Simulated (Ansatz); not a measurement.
# CH4BBrO: rotation by 120° about the B2–C3 bond, part 2 of 2

Wanted: the energy profile along the rotation by 120° about the B2–C3 bond, from relaxed end points and a band of images. SMILES of the start: OBCBr.

Ansatz 0.2.0; RKS PBE-D4/def2-SVP. The steps go on from the part before.

## (5) The band, image by image

Images 0 and 6 are the ends. Energies count from image 0; the path length is the program's own measure over all atoms.

```
image  path (Å)  energy (eV)  dihedral O1–B2–C3–Br4 (°)  band force (eV/Å)
    0     0.000       0.0000                       -104                  -
    1     0.426       0.0236                        -87              0.023
    2     0.853       0.0706                        -70              0.020
   3*     1.279       0.0922                        -52              0.020
    4     1.698       0.0771                        -34              0.013
    5     2.116       0.0509                        -17              0.009
    6     2.535       0.0402                          1                  -
```

The star marks the climbing image.

image, energy (eV) and a bar:
```
        0      0.000 
        1      0.024 ########
        2      0.071 #######################
        3      0.092 ##############################
        4      0.077 #########################
        5      0.051 #################
        6      0.040 #############
```

How the highest energy settled:

```
iteration  highest image above image 0 (eV)  largest band force (eV/Å)
        1                            0.1765                      0.902
        2                            0.1006                      0.290
        3                            0.0931                      0.208
        4                            0.0929                      0.159
        5                            0.0922                      0.023
```

The band as a trajectory file:

```xyz
8
image=0 dE=0.0000
O    -0.325    1.400   -0.785
B    -0.207    0.522    0.248
C     0.635   -0.790    0.003
Br   -0.820   -2.122   -0.190
H    -0.908    2.149   -0.569
H    -0.751    0.735    1.321
H     1.251   -1.134    0.854
H     1.217   -0.817   -0.937
8
image=1 dE=0.0236
O    -0.502    1.304   -0.805
B    -0.192    0.533    0.271
C     0.660   -0.774    0.017
Br   -0.755   -2.102   -0.392
H    -1.080    2.051   -0.572
H    -0.562    0.845    1.393
H     1.195   -1.171    0.898
H     1.328   -0.744   -0.864
8
image=2 dE=0.0706
O    -0.693    1.203   -0.792
B    -0.189    0.547    0.283
C     0.653   -0.770    0.024
Br   -0.632   -2.140   -0.593
H    -1.221    1.981   -0.541
H    -0.363    0.981    1.413
H     1.129   -1.190    0.928
H     1.409   -0.668   -0.779
8
image=3 dE=0.0922
O    -0.889    1.098   -0.738
B    -0.189    0.555    0.288
C     0.642   -0.768    0.027
Br   -0.489   -2.159   -0.793
H    -1.354    1.914   -0.484
H    -0.167    1.103    1.382
H     1.064   -1.213    0.947
H     1.474   -0.587   -0.685
8
image=4 dE=0.0771
O    -1.072    0.996   -0.645
B    -0.186    0.559    0.282
C     0.638   -0.762    0.019
Br   -0.348   -2.135   -0.984
H    -1.492    1.838   -0.395
H     0.017    1.204    1.304
H     0.997   -1.239    0.950
H     1.537   -0.517   -0.588
8
image=5 dE=0.0509
O    -1.230    0.897   -0.518
B    -0.179    0.564    0.267
C     0.648   -0.749   -0.004
Br   -0.216   -2.072   -1.167
H    -1.632    1.747   -0.265
H     0.174    1.294    1.187
H     0.921   -1.266    0.937
H     1.607   -0.471   -0.493
8
image=6 dE=0.0402
O    -1.342    0.821   -0.348
B    -0.145    0.584    0.237
C     0.652   -0.743   -0.042
Br   -0.185   -2.004   -1.289
H    -1.724    1.678   -0.085
H     0.351    1.401    1.006
H     0.826   -1.289    0.908
H     1.660   -0.506   -0.443
```

## (6) Vibrations at the top

The geometry is the highest inner image of the first converged band.

input.yaml reads:

```yaml
crystal:
  periodic: [false, false, false]
  atoms:
    - { symbol: O, position_ang: [-0.889097, 1.098147, -0.738381] }
    - { symbol: B, position_ang: [-0.188659, 0.555012, 0.287597] }
    - { symbol: C, position_ang: [0.641864, -0.76808, 0.027391] }
    - { symbol: Br, position_ang: [-0.489198, -2.159312, -0.792823] }
    - { symbol: H, position_ang: [-1.354261, 1.914216, -0.483818] }
    - { symbol: H, position_ang: [-0.166682, 1.103371, 1.382189] }
    - { symbol: H, position_ang: [1.064339, -1.212992, 0.946537] }
    - { symbol: H, position_ang: [1.473896, -0.587462, -0.684591] }
basis:
  gaussian: { orbitals: def2-SVP }
hamiltonian:
  xc: pbe
  dispersion: d4
phonons: {}
```

Run with:

```
> ansatz run input.yaml --threads 2 --pin off --max-ram 3072MiB --backend cpu --events-out ev --progress --plain --runs-dir out
```

Log, cut to the lines that bear on the results:

```text
Warning: RAYON_NUM_THREADS=2 ignored (pool sized by the plan → 2); use --threads N
[...]
Functional definition: PBE
[...]
1032 factors; their error is unknown
[...]
mean field -73846.38402502 eV, -2713.8045580427 hartree, gradient 4.4e-5 eV, S^2 0.000000; 0 other end points of the search recorded, 0 dependent functions left out
[...]
reference -73846.38405740 eV, -2713.8045592326 hartree; 29, 29 occupied and 65, 65 virtual orbitals, 1032 factors
[...]
1032 factors; their error is unknown
mean field -73846.38391826 eV, -2713.8045541192 hartree, gradient 2.2e-6 eV, S^2 0.000000; 0 other end points of the search recorded, 0 dependent functions left out
[...]
reference -73846.38395064 eV, -2713.8045553090 hartree; 29, 29 occupied and 65, 65 virtual orbitals, 1032 factors
[...]
1032 factors; their error is unknown
mean field -73846.38397600 eV, -2713.8045562412 hartree, gradient 2.6e-6 eV, S^2 0.000000; 0 other end points of the search recorded, 0 dependent functions left out
[...]
WARN: phonons: modes at or below zero, which the zero-point energy, F, S and C_V leave out: 1, the lowest at -136.21 cm⁻¹. A minimum has none, and a first-order saddle one
[...]
Total energy: -73846.52632693 eV, -2713.8097875413 hartree
Atom 0 at    -0.889097     1.098147    -0.738381 Å, force    -0.007718     0.003336    -0.020648 eV/Å
Atom 1 at    -0.188659     0.555012     0.287597 Å, force     0.014529    -0.011437     0.017297 eV/Å
Atom 2 at     0.641864    -0.768080     0.027391 Å, force     0.000948    -0.003306     0.004321 eV/Å
Atom 3 at    -0.489198    -2.159312    -0.792823 Å, force     0.003424     0.001748     0.003671 eV/Å
Atom 4 at    -1.354261     1.914216    -0.483818 Å, force    -0.000309     0.005692     0.009165 eV/Å
Atom 5 at    -0.166682     1.103371     1.382189 Å, force    -0.006955     0.005005    -0.006493 eV/Å
Atom 6 at     1.064339    -1.212992     0.946537 Å, force    -0.003169    -0.003278    -0.003107 eV/Å
Atom 7 at     1.473896    -0.587462    -0.684591 Å, force    -0.000749     0.002240    -0.004206 eV/Å
Dipole moment:     0.058295     0.497133     0.179801 e Å
Vibrations: -136.21 144.03 403.50 519.23 636.71 739.33 847.26 916.81 987.60 1037.85 1119.76 1183.66 1363.94 1404.09 2505.03 3010.94 3093.55 3753.18 cm⁻¹, zero-point energy 1.467133 eV
```

Wall time 39 s (2 threads of Intel Xeon Platinum 8488C (Sapphire Rapids), shared host); peak memory 0.14 GiB.

Of 18 modes, 1 is imaginary by more than 30 cm⁻¹ (136i cm⁻¹).

## (7) The band again, with other settings

crystal.atoms is end A as relaxed above, and neb.final_atoms is end B, turned to lie on A. With 5 inner images the band has 7 in all.

input.yaml reads:

```yaml
crystal:
  periodic: [false, false, false]
  atoms:
    - { symbol: O, position_ang: [-0.324992, 1.39969, -0.78542] }
    - { symbol: B, position_ang: [-0.207074, 0.522216, 0.247891] }
    - { symbol: C, position_ang: [0.635246, -0.790191, 0.002812] }
    - { symbol: Br, position_ang: [-0.820358, -2.121813, -0.189856] }
    - { symbol: H, position_ang: [-0.908282, 2.148896, -0.56875] }
    - { symbol: H, position_ang: [-0.750822, 0.734518, 1.320761] }
    - { symbol: H, position_ang: [1.251445, -1.133687, 0.853627] }
    - { symbol: H, position_ang: [1.217038, -0.816729, -0.936964] }
basis:
  gaussian: { orbitals: def2-SVP }
hamiltonian:
  xc: pbe
  dispersion: d4
neb:
  order_check: false
  images: 5
  f_tol: 0.2
  max_iterations: 60
  initial_path: idpp
  final_atoms:
    - { symbol: O, position_ang: [-1.13983042, 1.03085806, -0.48922357] }
    - { symbol: B, position_ang: [-0.01206687, 0.63341482, 0.14538826] }
    - { symbol: C, position_ang: [0.48018788, -0.85911831, 0.07704413] }
    - { symbol: Br, position_ang: [-0.62299171, -2.08235008, -0.98579342] }
    - { symbol: H, position_ang: [-1.32692969, 1.97798369, -0.36199178] }
    - { symbol: H, position_ang: [0.65726683, 1.43005574, 0.79431201] }
    - { symbol: H, position_ang: [0.54692855, -1.28432476, 1.10054587] }
    - { symbol: H, position_ang: [1.50963643, -0.90361915, -0.33618049] }
```

Run with:

```
> ansatz run input.yaml --threads 2 --pin off --max-ram 3072MiB --backend cpu --events-out ev --progress --plain --runs-dir out
```

Log, cut to the lines that bear on the results:

```text
Warning: RAYON_NUM_THREADS=2 ignored (pool sized by the plan → 2); use --threads N
[...]
[... 1 set-up line as earlier in the session ...]
[...]
1032 factors; their error is unknown
[...]
mean field -73846.47698594 eV, -2713.8079742935 hartree, gradient 5.7e-5 eV, S^2 0.000000; 0 other end points of the search recorded, 0 dependent functions left out
[...]
reference -73846.47701773 eV, -2713.8079754617 hartree; 29, 29 occupied and 65, 65 virtual orbitals, 1032 factors
1032 factors; their error is unknown
[...]
mean field -73846.43592259 eV, -2713.8064652432 hartree, gradient 3.0e-5 eV, S^2 0.000000; 0 other end points of the search recorded, 0 dependent functions left out
[...]
reference -73846.43595475 eV, -2713.8064664251 hartree; 29, 29 occupied and 65, 65 virtual orbitals, 1032 factors
NEB end point (image 0): max|allowed force component| = 1.365e-2 eV/Å (the criterion of neb.relax_end_points is 4.000e-2)
[...]
NEB iter   4: max|band force component| = 1.518e-1 eV/Å  barrier→ = 0.0927 eV  barrier← = 0.0525 eV  CI = image 3  Δτ_max = 0.0000 Å  (272 SCF iters)
Total energy: -73846.52581017 eV, -2713.8097685509 hartree
Atom 0 at    -0.888321     1.095916    -0.738462 Å, force     0.020916     0.039475    -0.024223 eV/Å
Atom 1 at    -0.184311     0.558690     0.288066 Å, force    -0.058820    -0.086888     0.033736 eV/Å
Atom 2 at     0.642772    -0.766889     0.028123 Å, force     0.018244    -0.000045    -0.013315 eV/Å
Atom 3 at    -0.492230    -2.157366    -0.790536 Å, force     0.010612     0.015788     0.015934 eV/Å
Atom 4 at    -1.351996     1.913781    -0.487028 Å, force    -0.010166     0.003405     0.011001 eV/Å
Atom 5 at    -0.173867     1.099542     1.386267 Å, force     0.018922     0.031419    -0.016984 eV/Å
Atom 6 at     1.068366    -1.212924     0.945255 Å, force    -0.007440    -0.001399    -0.001580 eV/Å
Atom 7 at     1.471787    -0.587849    -0.687583 Å, force     0.007734    -0.001756    -0.004568 eV/Å
Dipole moment:     0.060921     0.499582     0.177783 e Å
this run last wrote the band of iteration 4 to <dir>
```

Wall time 33 s (2 threads of Intel Xeon Platinum 8488C (Sapphire Rapids), shared host); peak memory 0.15 GiB.

## (8) The band, image by image

Images 0 and 6 are the ends. Energies count from image 0; the path length is the program's own measure over all atoms.

```
image  path (Å)  energy (eV)  dihedral O1–B2–C3–Br4 (°)  band force (eV/Å)
    0     0.000       0.0000                       -104                  -
    1     0.424       0.0239                        -88              0.137
    2     0.848       0.0709                        -71              0.152
   3*     1.272       0.0927                        -52              0.086
    4     1.694       0.0781                        -34              0.108
    5     2.117       0.0514                        -16              0.066
    6     2.539       0.0402                          1                  -
```

The star marks the climbing image.

image, energy (eV) and a bar:
```
        0      0.000 
        1      0.024 ########
        2      0.071 #######################
        3      0.093 ##############################
        4      0.078 #########################
        5      0.051 #################
        6      0.040 #############
```

## (9) Summary of results

This closing draws on all 2 parts.

| quantity | value |
| --- | --- |
| end A | 13 moves, 1.056 eV lower |
| end B | 12 moves, 1.086 eV lower |
| first band: barrier forwards | 0.092 eV |
| first band: barrier backwards | 0.052 eV |
| first band: second end relative to first | +0.040 eV |
| first band: highest image | 3 of 0 to 6, climbing |
| first band: band iterations | 5 |
| imaginary modes at the top | 136i cm⁻¹ |
| second band | top 0.093 eV above image 0, 4 iterations, 5 inner images |
| time, first and second band | 39 s and 33 s |

In the first band: along this path the system climbs 0.092 eV from the first end (4 kT at 300 K), which at an assumed attempt frequency of 10^13 s⁻¹ means a rate near 10^11 s⁻¹. Going back costs 0.052 eV, since the second end is 0.040 eV above the first. The listed dihedral goes from -104° at end A through -52° at the highest image to 1° at end B; the relaxed ends differ by 105° in it rather than the 120° set up, and other torsions can move along the band as well. One imaginary mode, as a first-order saddle point has. The second band's top lies 1 meV above the first's, so the changed settings hardly move the height. These are electronic energies, with no zero-point or thermal terms.
